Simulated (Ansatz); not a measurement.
# GaH (triplet): wave-function methods side by side at distance Ga1–H2 = 4.370 Å, cc-pVQZ

Aim: climb from Hartree-Fock through coupled cluster and multireference methods for GaH (triplet) at one geometry and basis, and see what each rung misses.

Program: Ansatz 0.2.0, Gaussian basis. Level of theory: cc-pVQZ, core rule «outside noble gas», up to 14 orbitals frozen. These are calculated values, not measurements.

Plan: UHF; CCSD(T) on ROHF; CCSD(T) on UHF; BCCD(T) on ROHF; CCSDT(Q) on ROHF; CCSDT(Q) on UHF; CASSCF and NEVPT2, 4 electrons in 5 orbitals; Full CI.

22 further runs of the same task are left out: 3 for a known fault of the program, 15 that didn't finish, 4 set aside as unsound or not needed.

## (1) What is computed

The geometry derives from a PBE0/def2-TZVP stationary point (not a proven minimum). One bond is set to the value named and the two fragments are kept rigid. No spin-orbit coupling is included. The filled d shell of Ga may be among the frozen orbitals whatever the setting's name suggests; the logs give the count.

2 atoms, charge 0, spin multiplicity 3.

Atoms are counted from 1 here; the program's logs count them from 0.

No contacts short enough for the rule that draws bonds.

## (2) UHF

in.yaml reads:

```yaml
crystal:
  periodic: [false, false, false]
  atoms:
    - {symbol: Ga, position_ang: [0.000000, 0.000000, 0.000000]}
    - {symbol: H, position_ang: [0.000000, 0.000000, 4.370000]}
basis:
  gaussian: {orbitals: cc-pVQZ}
magnetization: {spin_polarized: true, initial_magnetization: 2}
hamiltonian: {xc: hf}
output: {orbitals: {seedname: orbitals}}
```

On the command line:

```console
ansatz run in.yaml --threads 1 --pin off --events-out ev --progress --plain --max-ram 2393MiB
```

Further steps of the session: CCSD(T) on ROHF; CCSD(T) on UHF; BCCD(T) on ROHF; CCSDT(Q) on ROHF; CCSDT(Q) on UHF; CASSCF and NEVPT2, 4 electrons in 5 orbitals; Full CI.

Before running them: what should the planned runs give, taken together? Wanted: FCI below the RHF energy; RMP2 from FCI; UMP2 from FCI; RCCSD from FCI; RCCSD(T) from FCI; UCCSD(T) from FCI; RCCSDT(Q) from FCI; UCCSDT(Q) from FCI; NEVPT2 valence from FCI.

As calculated:

| quantity | value |
| --- | --- |
| FCI below the RHF energy | -1.4355 eV |
| RMP2 from FCI | +359.2 meV |
| UMP2 from FCI | +363.8 meV |
| RCCSD from FCI | +38.4 meV |
| RCCSD(T) from FCI | +8.0 meV |
| UCCSD(T) from FCI | +4.0 meV |
| RCCSDT(Q) from FCI | -0.5 meV |
| UCCSDT(Q) from FCI | -4.4 meV |
| NEVPT2 valence from FCI | +183.6 meV |
| levels within 1 kcal/mol (43 meV) | RCCSD, UCCSD, RCCSD(T), UCCSD(T), BCCD(T), RCCSDT, UCCSDT, RCCSDT(Q), UCCSDT(Q) |
| T1 diagnostic | 0.021 |
| effectively unpaired electrons | 2.05 |

What this shows: RCCSD(T) misses by +8.0 meV, 0.6 % of the correlation energy. UCCSDT, UCCSDT(Q) fall below full CI: unrestricted runs freeze a spin-polarised core, another one than full CI's, and coupled cluster isn't variational. One determinant dominates. These misses are within one basis, not against nature; the frozen cores of restricted and unrestricted runs differ, which can shift their rows.
